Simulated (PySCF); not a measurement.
# CeOH₂: singlet, from a trigonal pyramidal start

The task is one start of a wider search on CeOH₂: the singlet, from a trigonal pyramidal start. It is relaxed, tested by its Hessian and followed downhill if it is a saddle.

The runs use PySCF 2.14.0; PBE0, basis Ce def2-SVP with ECP28, O def2-SVP, H def2-SVP, scalar-relativistic core potentials, no spin–orbit coupling, density fitting.

### 1 Starting geometry

4 atoms, charge 0, spin multiplicity 1.

Bond lengths: Ce1–O2 1.940 Å, Ce1–H3 1.950 Å, Ce1–H4 1.950 Å. Angles: O2–Ce1–H3 99.8°, O2–Ce1–H4 99.8°, H3–Ce1–H4 99.8°.

Coordinates in bohr (charge 0 multiplicity 1):
```
Ce    0.1536    0.2660   -0.1964
O    -1.4650   -2.5373    1.5247
H     3.4072    0.2659    1.5336
H    -1.4732    3.0837    1.5336
```

### 2 Trigonal pyramidal start, singlet: relaxation

The steps below are one call of a driver around PySCF. For each, scf.py gives the equivalent set-up of the SCF; relaxations use the driver's own optimiser. Before each start the driver seeks the lowest SCF state from one or more starting densities and follows internal instabilities, so scf.py alone need not reach the same state.

The program finds Cs symmetry in the start, which this walk keeps. The walk stops when the largest gradient is under 0.0003 Eh/bohr and the energy has settled too.

Contents of scf.py:

```python
from pyscf import gto, scf, dft
mol = gto.M(atom='''
Ce     0.081256     0.140735    -0.103938
O     -0.775223    -1.342677     0.806862
H      1.802997     0.140701     0.811561
H     -0.779594     1.631817     0.811562''',
    basis={'Ce': 'def2-SVP', 'O': 'def2-SVP', 'H': 'def2-SVP'},
    ecp={'Ce': 'def2-SVP'},
    charge=0, spin=0)
mf = dft.RKS(mol, xc='PBE0')
mf.grids.atom_grid = (50, 194)
aux = {'Ce': 'def2-universal-JKFIT', 'O': 'def2-universal-JKFIT', 'H': 'def2-universal-JKFIT'}
mf = mf.density_fit(auxbasis=aux)
mf.kernel()
```

The optimiser's trace:

```tsv
step	energy (Eh)	change (kJ/mol)	largest symmetric gradient (Eh/bohr)
0	-551.243571	0.00	0.09172
1	-551.266381	-59.89	0.03056
2	-551.268209	-64.69	0.01697
3	-551.269010	-66.79	0.00408
4	-551.269620	-68.39	0.00488
5	-551.269831	-68.95	0.00494
6	-551.269924	-69.19	0.00319
7	-551.269984	-69.35	0.00161
8	-551.270031	-69.47	0.00149
9	-551.270047	-69.51	0.00052
10	-551.270049	-69.52	0.00020
```

The walk ran for 21 s (4 threads, shared host).

End point (Cs, 10 steps, 69.5 kJ/mol gained): Ce–H 2.030 Å (×2), Ce–O 1.755 Å; H–Ce–H 107.5°, H–Ce–O 111.9° (×2).

### 3 Frequencies

On the finer grid the gradient is checked again; gradients at displacements of ±0.01 bohr then give force constants and infrared intensities.

scf.py: that of step 2 with these lines changed.

```diff
@@ -3,4 +3,4 @@
-Ce     0.081256     0.140735    -0.103938
-O     -0.775223    -1.342677     0.806862
-H      1.802997     0.140701     0.811561
-H     -0.779594     1.631817     0.811562''',
+Ce     0.076245     0.132056    -0.074111
+O     -0.751683    -1.301905     0.506531
+H      1.999827     0.200840     0.573457
+H     -0.825921     1.832347     0.573459''',
@@ -11 +11 @@
-mf.grids.atom_grid = (50, 194)
+mf.grids.atom_grid = (75, 302)
```

This SCF starts from the last density.

Log of the central SCF (cycles and frontier levels):

```text
init E= -551.26966193019
  HOMO = -0.249875152652579  LUMO = -0.0992186115639935  gap/eV = 4.09957
cycle= 1 E= -551.269661930193  delta_E= -2.61e-12  |g|= 5.66e-06  |ddm|= 7.32e-06
  HOMO = -0.249875011027623  LUMO = -0.0992169502530943  gap/eV = 4.09961
Extra cycle  E= -551.269661930179  delta_E= 1.35e-11  |g|= 9e-06  |ddm|= 1.05e-05
converged SCF energy = -551.269661930179
```

The whole step took 38 s.

Geometry: Cs; Ce–H 2.031 Å (×2), Ce–O 1.755 Å; H–Ce–H 106.9°, H–Ce–O 111.7° (×2).

Harmonic modes (main isotopes):

| symmetry | ω (cm⁻¹) | IR (km/mol) |
| --- | --- | --- |
| a' | 215 | 356 |
| a'' | 279 | 25.2 |
| a' | 465 | 169 |
| a' | 915 | 316 |
| a'' | 1356 | 1073 |
| a' | 1422 | 352 |

Every mode is real; the point is a minimum.

Properties at this point:

* Dipole moment: 4.59 D
* Highest occupied level: -6.80 eV
* Lowest empty level: -2.70 eV
* Rotational constants: 2.378, 0.3534, 0.3283 cm⁻¹
* Zero-point energy: 27.8 kJ/mol
* Principal polarisabilities: 32.0, 49.7, 64.7 bohr³
* Principal traceless quadrupole moments about the centre of mass: -6.06, -5.41, 11.46 D Å
* Entropy at 298.15 K and 1 bar: 279.8 J/(mol K)
* Heat capacity Cp at 298.15 K: 56.5 J/(mol K)
* Enthalpy at 298.15 K above 0 K: 13.34 kJ/mol
* Rotational symmetry number: 1

Populations by atom (charges in e):

```json
{"atom": "Ce1", "Mulliken": "0.82", "Löwdin": "0.36", "polar tensor": "2.08", "Mayer order to Ce1": "–"}
{"atom": "O2", "Mulliken": "-0.26", "Löwdin": "0.03", "polar tensor": "-0.96", "Mayer order to Ce1": "2.37"}
{"atom": "H3,4", "Mulliken": "-0.28", "Löwdin": "-0.20", "polar tensor": "-0.56", "Mayer order to Ce1": "0.91"}
```

Mulliken populations on Ce1 (outside its core potential): s 4.33, p 12.15, d 11.76, f 0.90.

### 4 Stability of the closed shell

At the lowest minimum the closed shell is tested against spin polarisation, on the (50, 194) grid. It is stable.

### 5 Results

| quantity | value |
| --- | --- |
| minimum | singlet, Cs |
| geometry | Ce–H 2.031 Å (×2), Ce–O 1.755 Å; H–Ce–H 106.9°, H–Ce–O 111.7° (×2) |
| wavenumbers (cm⁻¹) | 215 (a'), 279 (a''), 465 (a'), 915 (a'), 1356 (a''), 1422 (a') |
| dipole moment | 4.59 D |
| highest occupied, lowest empty level | -6.80, -2.70 eV |
| polar-tensor charge of Ce1 | +2.08 e |
| zero-point energy | 27.8 kJ/mol |
| entropy at 298.15 K | 279.8 J/(mol K) |

**Reading.** The trigonal pyramidal start keeps its Cs symmetry and ends in a minimum. In the infrared the band at 1356 cm⁻¹ (a'', stretch) leads. Other starts or spin states, not run here, may lie lower. Spin–orbit coupling is left out.

The search up to here took 71 s.
